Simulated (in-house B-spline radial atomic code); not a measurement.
# Al⁵⁺: ionisation energy by several methods

How far do functionals differ on the ionisation energy of Al⁵⁺? Each run solves Al⁵⁺ and then the next ion ([He] 2s2 2p3).

Program: in-house B-spline radial atomic code version 1. Level of theory: Dirac-Coulomb, several functionals; spherical all-electron atom at the radial basis limit. These are calculated values, not measurements, unless marked.

### 1 Starting point

- element: aluminium (Z = 13)
- charge: +5
- electrons: 8
- configuration: [He] 2s2 2p4
- nucleus: Fermi, rms radius 3.061 fm

The outer shells:

[He] 2s2 2p4
```
[He] core
2s [↑↓]
2p [↑↓][↑ ][↑ ]
```

The boxes only draw the filling; these runs are spin-restricted and spherical.

### 2 BLYP, a GGA

Settings, as recorded:

```ini
Z = 13
electrons = 8.0
configuration = [He] 2s2 2p4
hamiltonian = dirac
method = b88,lyp
spin_polarised = False
nucleus = fermi
rms_radius = 3.061
mass_number = 27
atomic_mass = 26.981538408
speed_of_light = 137.035999084
```

Results of the run (chosen fields of its result record, rounded):

```text
status: converged
scf [iteration, energy, orbital gradient]:
  - [1, -226.287950386, 0.554]
  - [2, -230.169884593, 0.206]
  - [3, -230.574413804, 0.0713]
  - [4, -230.627331784, 0.0237]
  - [5, -230.633406904, 0.00824]
  - [6, -230.634229024, 1.98e-05]
  - [7, -230.634229027, 1.18e-06]
  - [8, -230.634229027, 1.32e-08]
energy [hartree]: {"total": -230.634229027, "kinetic": 231.27921685, "nuclear": -519.327519418, "coulomb": 72.9157140532, "xc": -15.5016405118}
breit [hartree]: {"gaunt": 0.04209966, "retardation": -0.002455601, "frequency_dependence": -1.511295e-05}
qed [hartree]: {"self_energy": 0.02945938, "uehling": -0.001761287, "wichmann_kroll": 2.793901e-06}
recoil [hartree]: 0.004120169
total_with_corrections [hartree]: -230.562779028
orbitals [hartree, bohr; first row names the columns]:
  - ["name", "occ", "eps", "<r>", "<r^2>", "<1/r>", "r_max", "density_at_nucleus", "small_component", "breit_shift", "self_energy", "hyperfine_A/g_I (MHz)"]
  - ["1s1/2", 2.0, -60.287794, 0.12002, 0.019396, 12.644, 0.078319, 699.93, 0.0021151, 0.031798, 0.013593, 531850.0]
  - ["2s1/2", 2.0, -7.804474, 0.58533, 0.40607, 2.505, 0.47909, 54.413, 0.00032933, 0.0023952, 0.0011117, 41268.0]
  - ["2p1/2", 1.3333, -6.492555, 0.53748, 0.35835, 2.4194, 0.4022, 0.060316, 0.000312, 0.0034949, -2.1339e-05, 11102.0]
  - ["2p3/2", 2.6667, -6.4726023, 0.53917, 0.36044, 2.4091, 0.40356, "-", 0.00031078, 0.0023408, 2.9197e-05, 2186.4]
sum_r [bohr^k]: {"-1": 39.94828, "1": 3.56513, "2": 2.28991}
density_at_nucleus [bohr^-3]: 1508.762
radius_at_0.001 [bohr]: 1.732
radius_enclosing [bohr]: {"0.5": 0.4134, "0.9": 0.8308, "0.99": 1.274}
slater [hartree]:
  F0(2s1/2,2s1/2): 1.5472
  F0(2s1/2,2p1/2): 1.6096
  G1(2s1/2,2p1/2): 0.9542
  F0(2s1/2,2p3/2): 1.6074
  G1(2s1/2,2p3/2): 0.95442
  F0(2p1/2,2p1/2): 1.7039
  F0(2p1/2,2p3/2): 1.7012
  G2(2p1/2,2p3/2): 0.79074
  F0(2p3/2,2p3/2): 1.6985
  F2(2p3/2,2p3/2): 0.79057
ionisation_energy [hartree]: 7.21363061
ionisation_energy_with_corrections [hartree]: 7.21209318
```

Run time: 0.79 s. Hardware: 1 thread, shared host.

The run also solves the next ion with the same method; the record keeps the difference, ionisation_energy. radius_at_0.001 is where the density falls to 0.001 electrons per bohr³.

Radial density 4πr²n(r) and radial functions P(r) = rR(r):

```
r (bohr)     4πr²n    2s1/2   2p3/2
 0.00610    0.5794   0.1443  0.0028
 0.00829     1.008   0.1902  0.0050
  0.0113     1.727   0.2486  0.0091
  0.0153     2.845   0.3184  0.0163
  0.0208     4.545   0.4009  0.0291
  0.0282     6.876   0.4893  0.0510
  0.0383     9.741   0.5736  0.0882
  0.0520     12.59   0.6321  0.1491
  0.0706     14.41   0.6320  0.2451
  0.0959     14.11   0.5302  0.3882
   0.130     11.59   0.2881  0.5839
   0.177     8.551  -0.1149  0.8285
   0.240     7.677  -0.6180  1.0789
   0.326     9.362  -1.0950  1.2690
   0.443     10.55  -1.3545  1.3060
   0.602     8.344  -1.2660  1.1334
   0.818     4.067  -0.8850  0.7914
    1.11     1.085  -0.4404  0.4181
    1.51    0.1315  -0.1414  0.1516
    2.05  0.005804  -0.0259  0.0335
```

On the record's full grid the radial density has clear maxima near r = 0.082, 0.44 bohr.

X-ray form factor of the spherical density:

```
sinθ/λ (1/Å)  f (electrons)
           0          8.000
         0.1          7.834
         0.2          7.366
         0.3          6.678
         0.4          5.873
         0.6          4.284
         0.8          3.066
           1          2.290
         1.4          1.579
         1.8          1.302
         2.5          0.987
           4          0.482
           6          0.181
```

### 3 LDA (PW92)

Settings: those of step 2 with these lines changed.

```diff
@@ -4,3 +4,3 @@
 hamiltonian = dirac
-method = b88,lyp
+method = lda,pw
 spin_polarised = False
```

Results of the run:

```text
status: converged
iterations: 8
energy [hartree]: {"total": -229.5639813, "kinetic": 229.986723754, "nuclear": -517.937158547, "coulomb": 72.7839437975, "xc": -14.3974903046}
breit [hartree]: {"gaunt": 0.04176637, "retardation": -0.002449593, "frequency_dependence": -1.499711e-05}
qed [hartree]: {"self_energy": 0.02917075, "uehling": -0.001744021, "wichmann_kroll": 2.766858e-06}
recoil [hartree]: 0.004098371
total_with_corrections [hartree]: -229.493151651
orbitals [hartree, bohr; first row names the columns]:
  - ["name", "occ", "eps", "<r>"]
  - ["1s1/2", 2.0, -59.980288, 0.12045]
  - ["2s1/2", 2.0, -7.7791959, 0.58691]
  - ["2p1/2", 1.3333, -6.4880904, 0.53762]
  - ["2p3/2", 2.6667, -6.4682205, 0.53929]
sum_r [bohr^k]: {"-1": 39.84133, "1": 3.569634, "2": 2.293668}
ionisation_energy [hartree]: 7.20755985
ionisation_energy_with_corrections [hartree]: 7.20602912
```

Run time: 0.77 s. Hardware: 1 thread, shared host.

### 4 LDA (VWN5)

Settings: those of step 3 with these lines changed.

```diff
@@ -4,3 +4,3 @@
 hamiltonian = dirac
-method = lda,pw
+method = lda,vwn
 spin_polarised = False
```

Results of the run:

```text
status: converged
iterations: 8
energy [hartree]: {"total": -229.56752405, "kinetic": 229.987650645, "nuclear": -517.938538359, "coulomb": 72.7844718777, "xc": -14.4011082139}
breit [hartree]: {"gaunt": 0.04176658, "retardation": -0.002449629, "frequency_dependence": -1.499731e-05}
qed [hartree]: {"self_energy": 0.02917074, "uehling": -0.001744021, "wichmann_kroll": 2.766857e-06}
recoil [hartree]: 0.004098435
total_with_corrections [hartree]: -229.496694173
orbitals [hartree, bohr; first row names the columns]:
  - ["name", "occ", "eps", "<r>"]
  - ["1s1/2", 2.0, -59.980655, 0.12045]
  - ["2s1/2", 2.0, -7.7796287, 0.5869]
  - ["2p1/2", 1.3333, -6.4885277, 0.53761]
  - ["2p3/2", 2.6667, -6.4686575, 0.53928]
sum_r [bohr^k]: {"-1": 39.84144, "1": 3.569593, "2": 2.2936}
ionisation_energy [hartree]: 7.20800344
ionisation_energy_with_corrections [hartree]: 7.20647267
```

It took 0.99 s on 1 thread, shared host.

### 5 PW91, a GGA

Settings: those of step 4 with these lines changed.

```diff
@@ -4,3 +4,3 @@
 hamiltonian = dirac
-method = lda,vwn
+method = pw91,pw91
 spin_polarised = False
```

Results of the run:

```text
status: converged
iterations: 8
energy [hartree]: {"total": -230.58976006, "kinetic": 231.233923, "nuclear": -519.285360319, "coulomb": 72.9195631689, "xc": -15.4578859101}
breit [hartree]: {"gaunt": 0.04207785, "retardation": -0.002451829, "frequency_dependence": -1.508384e-05}
qed [hartree]: {"self_energy": 0.02944937, "uehling": -0.001760698, "wichmann_kroll": 2.792989e-06}
recoil [hartree]: 0.004119974
total_with_corrections [hartree]: -230.518337684
orbitals [hartree, bohr; first row names the columns]:
  - ["name", "occ", "eps", "<r>"]
  - ["1s1/2", 2.0, -60.271516, 0.12002]
  - ["2s1/2", 2.0, -7.813515, 0.58497]
  - ["2p1/2", 1.3333, -6.4974795, 0.53734]
  - ["2p3/2", 2.6667, -6.4775666, 0.53901]
sum_r [bohr^k]: {"-1": 39.94504, "1": 3.563806, "2": 2.286793}
ionisation_energy [hartree]: 7.21816331
ionisation_energy_with_corrections [hartree]: 7.21662706
```

Wall time 0.77 s (1 thread, shared host).

### 6 relativistic LDA

Settings: those of step 5 with these lines changed.

```diff
@@ -4,3 +4,3 @@
 hamiltonian = dirac
-method = pw91,pw91
+method = lda_x_rel,vwn
 spin_polarised = False
```

Results of the run:

```text
status: converged
iterations: 8
energy [hartree]: {"total": -229.468867005, "kinetic": 229.692469775, "nuclear": -517.619124019, "coulomb": 72.753010405, "xc": -14.2952231669}
qed [hartree]: {"self_energy": 0.02911321, "uehling": -0.001740577, "wichmann_kroll": 2.761412e-06}
recoil [hartree]: 0.004096624
orbitals [hartree, bohr; first row names the columns]:
  - ["name", "occ", "eps", "<r>"]
  - ["1s1/2", 2.0, -59.904491, 0.12054]
  - ["2s1/2", 2.0, -7.7746451, 0.5872]
  - ["2p1/2", 1.3333, -6.4872804, 0.53772]
  - ["2p3/2", 2.6667, -6.4674408, 0.53939]
sum_r [bohr^k]: {"-1": 39.81687, "1": 3.570833, "2": 2.295058}
ionisation_energy [hartree]: 7.20670817
```

It took 0.76 s on 1 thread, shared host.

### 7 PBEsol, a GGA

Settings: those of step 6 with these lines changed.

```diff
@@ -4,3 +4,3 @@
 hamiltonian = dirac
-method = lda_x_rel,vwn
+method = pbesol
 spin_polarised = False
```

Results of the run:

```text
status: converged
iterations: 8
energy [hartree]: {"total": -230.032573601, "kinetic": 230.639727251, "nuclear": -518.627358056, "coulomb": 72.8382372859, "xc": -14.8831800821}
breit [hartree]: {"gaunt": 0.04191518, "retardation": -0.002442716, "frequency_dependence": -1.498942e-05}
qed [hartree]: {"self_energy": 0.02933006, "uehling": -0.001753581, "wichmann_kroll": 2.781857e-06}
recoil [hartree]: 0.004110008
total_with_corrections [hartree]: -229.961426859
orbitals [hartree, bohr; first row names the columns]:
  - ["name", "occ", "eps", "<r>"]
  - ["1s1/2", 2.0, -60.112443, 0.12018]
  - ["2s1/2", 2.0, -7.7926006, 0.58555]
  - ["2p1/2", 1.3333, -6.4795878, 0.53775]
  - ["2p3/2", 2.6667, -6.4597745, 0.53942]
sum_r [bohr^k]: {"-1": 39.89442, "1": 3.566899, "2": 2.289594}
ionisation_energy [hartree]: 7.19897264
ionisation_energy_with_corrections [hartree]: 7.19744428
```

Run time: 0.73 s. Hardware: 1 thread, shared host.

### 8 Results

| method | rung | total energy (hartree) | ΔSCF (eV) | −ε highest (eV) | ΔSCF less tabulated (eV) |
| --- | --- | --- | --- | --- | --- |
| LDA (PW92) | LDA | -229.5640 | 196.13 | 176.01 (2p3/2) | +5.64 |
| LDA (VWN5) | LDA | -229.5675 | 196.14 | 176.02 (2p3/2) | +5.65 |
| relativistic LDA | LDA | -229.4689 | 196.10 | 175.99 (2p3/2) | +5.61 |
| BLYP | GGA | -230.6342 | 196.29 | 176.13 (2p3/2) | +5.80 |
| PW91 | GGA | -230.5898 | 196.42 | 176.26 (2p3/2) | +5.93 |
| PBEsol | GGA | -230.0326 | 195.89 | 175.78 (2p3/2) | +5.40 |

Tables give 190.49 ± 0.05 eV (semi-empirical; NIST Atomic Spectra Database) for the ionisation energy. PBEsol misses by +5.40 eV, the least, and PW91 by +5.93 eV (3.1 %), the most. All methods miss on the same side by much the same amount, which points to something that they share. Open shells are averaged (over orientations, and over spins where the run is restricted), while tables refer to the lowest levels. For the semilocal functionals minus the highest level recovers only 90 % of their own ΔSCF value, a mark of self-interaction.

Cost against accuracy (CPU time on one thread of a shared host; * marks runs that also wrote radial tables):

| method | CPU time | miss (eV) |
| --- | --- | --- |
| PBEsol | 0.73 s | +5.40 |
| relativistic LDA | 0.76 s | +5.61 |
| LDA (PW92) | 0.77 s | +5.64 |
| PW91 | 0.77 s | +5.93 |
| BLYP* | 0.79 s | +5.80 |
| LDA (VWN5) | 0.99 s | +5.65 |
